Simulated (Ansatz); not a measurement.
# ScTi3N3: the cost of one run

Computed with Ansatz 0.2.0 (DFT PBE, scalar-relativistic, plane waves, PAW, unless a step names another level, unless a step's input says otherwise).

**1. Starting point**

It takes space group P4/mmm (No. 123, tetragonal). Conventional cell: a = 3.053 Å, b = 3.053 Å, c = 8.555 Å, α = 90.00°, β = 90.00°, γ = 90.00°. Sc (site symmetry 4/mmm) has 6 N at 2.16 to 2.24 Å in its first shell of neighbours. Ti (site symmetry 4mm) has 5 N at 2.08 to 2.16 Å in its first shell of neighbours. Ti (site symmetry 4/mmm) is surrounded by 2 N at 2.04 Å. N (site symmetry 4mm) is surrounded by 5 Ti at 2.04 to 2.16 Å and 1 Sc at 2.24 Å. Around N (site symmetry 4/mmm) lie 2 Ti at 2.08 Å and 4 Sc at 2.16 Å.

As a file:

```
Sc Ti N
1.0
     3.05342    0.00000    0.00000
     0.00000    3.05342    0.00000
     0.00000    0.00000    8.55536
Sc Ti N
1 3 3
Direct
  0.00000 0.00000 0.00000
  0.50000 0.50000 0.75644
  0.00000 0.00000 0.50000
  0.50000 0.50000 0.24356
  0.00000 0.00000 0.73807
  0.50000 0.50000 0.00000
  0.00000 0.00000 0.26193
```

It came out lowest among 22 distinct ends of the trial cells. At a tolerance of 0.05 Å it has space group P4/mmm (No. 123).

**2. Relaxing to 0.001 eV/Å, on the response runs' mesh and smearing**

Input file input.yaml:

```yaml
crystal:
  lattice:
    - [3.0534167436, 0.0, 0.0]
    - [0.0, 3.0534167436, 0.0]
    - [0.0, 0.0, 8.555363032]
  atoms:
    - { symbol: Sc, position: [0.0, 0.0, 0.0] }
    - { symbol: Ti, position: [0.5, 0.5, 0.7564433822] }
    - { symbol: Ti, position: [0.0, 0.0, 0.5] }
    - { symbol: Ti, position: [0.5, 0.5, 0.2435566178] }
    - { symbol: "N", position: [0.0, 0.0, 0.7380719022] }
    - { symbol: "N", position: [0.5, 0.5, 0.0] }
    - { symbol: "N", position: [0.0, 0.0, 0.2619280978] }
basis:
  ecutwfc: 420
kpoints:
  mp_grid: { grid: [10, 10, 4] }
hamiltonian:
  xc: pbe
scf:
  occupations: { method: gaussian, width: 0.1 }
output:
  forces: true
  stress: true
  eigenvalues: true
relax:
  adjacent_minimum: "off"
  f_tol: 0.001
  max_steps: 60
  cell: { stress_tol: 0.01 }
```

Command:

```
ansatz run input.yaml --threads 3 --pin off --max-ram 7680MiB --backend cpu --events-out ev --progress --plain --runs-dir out
```

Q: Estimate wall time and peak memory on 3 threads of Intel Xeon 6975P-C (Granite Rapids), shared host.

About 9.1 s, with a peak of 0.54 GiB.
